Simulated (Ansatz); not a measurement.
# C started on a P site in zincblende BP, 16 atoms, charge −1

Aim: a base single point, then the same cell under other settings, to see what each one moves.

Method: density functional theory in Ansatz 0.2.0, PAW datasets, plane waves.

## Step 1: The system as built

16 atoms (8 B, 7 P, 1 C); a = 6.393 Å, b = 6.393 Å, c = 6.393 Å, α = 60.00°, β = 60.00°, γ = 60.00°. All atoms were shaken off their sites by about 0.04 Å along each axis. Defect site 1: (0.625, 0.625, 0.625).

## Step 2: PBEsol single point

The input, in.yaml:

```yaml
crystal:
  lattice:
    - [0.000000, 4.520189, 4.520189]
    - [4.520189, 0.000000, 4.520189]
    - [4.520189, 4.520189, 0.000000]
  atoms:
    - { symbol: B, position: [0.012779, 0.989033, 0.002687] }
    - { symbol: B, position: [0.501746, 0.485542, 0.510252] }
    - { symbol: B, position: [0.992859, 0.003099, 0.503240] }
    - { symbol: B, position: [0.513845, 0.504103, 0.989104] }
    - { symbol: B, position: [0.999378, 0.506491, 0.988211] }
    - { symbol: B, position: [0.490072, 0.003930, 0.497531] }
    - { symbol: B, position: [0.501734, 0.004097, 0.998801] }
    - { symbol: B, position: [0.006828, 0.490987, 0.498753] }
    - { symbol: P, position: [0.135112, 0.116685, 0.117907] }
    - { symbol: P, position: [0.109934, 0.128997, 0.626650] }
    - { symbol: P, position: [0.635451, 0.623187, 0.121038] }
    - { symbol: P, position: [0.119824, 0.629266, 0.132294] }
    - { symbol: P, position: [0.616727, 0.137963, 0.611676] }
    - { symbol: P, position: [0.638753, 0.113861, 0.105268] }
    - { symbol: P, position: [0.134415, 0.618300, 0.628783] }
    - { symbol: C, position: [0.624560, 0.620451, 0.643062] }
kpoints:
  mp_grid: { grid: [2, 2, 2], shift: [0.5, 0.5, 0.5] }
hamiltonian:
  xc: pbesol
total_charge: -1
scf:
  occupations: { method: fermi_dirac, width: 0.01 }
output:
  forces: true
  eigenvalues: true
  populations: true
  charged_corrections: { epsilon: 11 }
```

Run with:

```bash
$ ansatz run in.yaml --threads 8 --pin off --max-ram 13300MiB --runs-dir r --events-out ev --progress --plain
```

## Step 3: Variant: k points one point at (½, ½, ½), mixing beta 0.1

in.yaml: that of step 2 with these lines changed.

```diff
@@ -23,3 +23,3 @@
 kpoints:
-  mp_grid: { grid: [2, 2, 2], shift: [0.5, 0.5, 0.5] }
+  mp_grid: { grid: [1, 1, 1], shift: [0.5, 0.5, 0.5] }
 hamiltonian:
@@ -29,2 +29,4 @@
   occupations: { method: fermi_dirac, width: 0.01 }
+  max_iter: 80
+  mixing: { beta: 0.1 }
 output:
@@ -32,3 +34,2 @@
   eigenvalues: true
-  populations: true
-  charged_corrections: { epsilon: 11 }
+  stress: true
```

## Step 4: Variant: density cutoff ratio 3, accuracy low

in.yaml: that of step 3 with these lines changed.

```diff
@@ -1 +1,2 @@
+accuracy: low
 crystal:
@@ -23,3 +24,4 @@
 kpoints:
-  mp_grid: { grid: [1, 1, 1], shift: [0.5, 0.5, 0.5] }
+  mp_grid: { grid: [2, 2, 2], shift: [0.5, 0.5, 0.5] }
+basis: { ecutrho_ratio: 3 }
 hamiltonian:
@@ -29,4 +31,3 @@
   occupations: { method: fermi_dirac, width: 0.01 }
-  max_iter: 80
-  mixing: { beta: 0.1 }
+  max_iter: 90
 output:
@@ -35 +36,5 @@
   stress: true
+  write_density: true
+  write_potential: true
+  elf: true
+  volumetric_format: npy
```

## Step 5: Variant: charge changed by 1

in.yaml: that of step 4 with these lines changed.

```diff
@@ -1,2 +1 @@
-accuracy: low
 crystal:
@@ -25,9 +24,7 @@
   mp_grid: { grid: [2, 2, 2], shift: [0.5, 0.5, 0.5] }
-basis: { ecutrho_ratio: 3 }
 hamiltonian:
   xc: pbesol
-total_charge: -1
 scf:
   occupations: { method: fermi_dirac, width: 0.01 }
-  max_iter: 90
+  max_iter: 80
 output:
```

## Step 6: Run again with starting moment 4 μB

in.yaml: that of step 5 with these lines changed.

```diff
@@ -26,5 +26,9 @@
   xc: pbesol
+total_charge: -1
+magnetization:
+  spin_polarized: true
+  initial_magnetization: 4
 scf:
   occupations: { method: fermi_dirac, width: 0.01 }
-  max_iter: 80
+  max_iter: 90
 output:
@@ -33,5 +37 @@
   stress: true
-  write_density: true
-  write_potential: true
-  elf: true
-  volumetric_format: npy
```

Q: Predict the outcome of this session. Wanted: for each run, settings; status; energy from base; forces from base.

**Answer**, as computed:

| settings | status | cycles | time | energy from base (meV/atom) | forces from base (eV/Å rms) | filled to empty level on the mesh (eV) |
| --- | --- | --- | --- | --- | --- | --- |
| base | converged | 7 | 0.7 s (8 CPU threads) | 0 | 0 | 1.37 |
| k points one point at (½, ½, ½), mixing beta 0.1 | converged | 8 | 0.4 s (8 CPU threads) | +75.7 | 0.254 | 2.31 |
| density cutoff ratio 3, accuracy low | converged, settings too loose | 7 | 0.7 s (8 CPU threads) | 0.0 | 0.000 | 1.37 |
| charge changed by 1 | converged | 7 | 0.6 s (8 CPU threads) | - | 0.295 | 0.53 |
| starting moment 4 μB | converged | 15 | 1.3 s (8 CPU threads) | 0.0 | 0.000 | 1.37 |

**What this shows.** Among these variants the forces move most with charge changed by 1 (0.295 eV/Å rms).
